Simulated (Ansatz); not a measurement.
# Al3SiNO: the cost of one run

Program: Ansatz 0.2.0. Level of theory: DFT PBE, scalar-relativistic, plane waves, PAW. These are calculated values, not measurements.

### 1 Starting point

It takes space group P2/m (No. 10, monoclinic). The conventional cell has a = 4.810 Å, b = 3.921 Å, c = 4.915 Å, α = 90.00°, β = 118.58°, γ = 90.00°. Al (site symmetry m) is surrounded by 4 Al at 2.39 to 2.76 Å and 2 O at 2.40 Å and 2 Si at 2.47 Å and 3 N at 2.81 to 2.85 Å. Al (site symmetry 2/m) is surrounded by 4 Al at 2.39 Å and 2 O at 2.40 Å and 2 Si at 2.46 Å and 4 N at 3.16 Å. Si (site symmetry 2/m) has 6 Al at 2.46 to 2.47 Å and 2 O at 2.48 Å as nearest neighbours. N (site symmetry 2/m) is surrounded by 10 Al at 2.81 to 3.16 Å. O (site symmetry 2/m) has 6 Al at 2.40 Å as nearest neighbours.

Structure file:

```cif
data_structure
_symmetry_space_group_name_H-M 'P 1'
_symmetry_Int_Tables_number 1
_cell_length_a 4.8097
_cell_length_b 3.9209
_cell_length_c 4.9152
_cell_angle_alpha 90.000
_cell_angle_beta 118.578
_cell_angle_gamma 90.000
_cell_volume 81.40
loop_
_atom_site_label
_atom_site_type_symbol
_atom_site_fract_x
_atom_site_fract_y
_atom_site_fract_z
_atom_site_occupancy
Al1 Al 0.32627 0.00000 0.65177 1
Al2 Al 0.67373 0.00000 0.34823 1
Al3 Al 0.50000 0.50000 0.50000 1
Si1 Si 0.50000 0.50000 0.00000 1
N1 N 0.00000 0.00000 0.00000 1
O1 O 0.00000 0.50000 0.50000 1
```

Recipe of the guess: species swapped into a database cell of DyGaFeCo3 (P2/m, No. 10), with N on the Dy sites, Si on the Ga sites, O on the Fe sites and Al on the Co sites. The dimensions are guesses.

### 2 A first look at the guess

input.yaml reads:

```yaml
crystal:
  lattice:
    - [4.8097241, 0.0, 0.0]
    - [0.0, 3.92093351, 0.0]
    - [-2.35119941, 0.0, 4.3163781]
  atoms:
    - { symbol: Al, position: [0.32627001, 0.0, 0.651766] }
    - { symbol: Al, position: [0.67372999, 0.0, 0.348234] }
    - { symbol: Al, position: [0.5, 0.5, 0.5] }
    - { symbol: Si, position: [0.5, 0.5, 0.0] }
    - { symbol: "N", position: [0.0, 0.0, 0.0] }
    - { symbol: O, position: [0.0, 0.5, 0.5] }
basis:
  ecutwfc: 420
kpoints:
  mp_grid: { grid: [4, 4, 4] }
hamiltonian:
  xc: pbe
scf:
  occupations: { method: gaussian, width: 0.1 }
  lower_state_search: "off"
output:
  forces: true
  stress: true
  eigenvalues: true
```

On the command line:

```sh
ansatz run input.yaml --threads 1 --pin off --max-ram 2560MiB --backend cpu --events-out ev --progress --plain --runs-dir out
```

What time and memory should one allow on 1 thread of Arm Neoverse V2, shared host?

About 2.5 s, with a peak of 0.34 GiB.
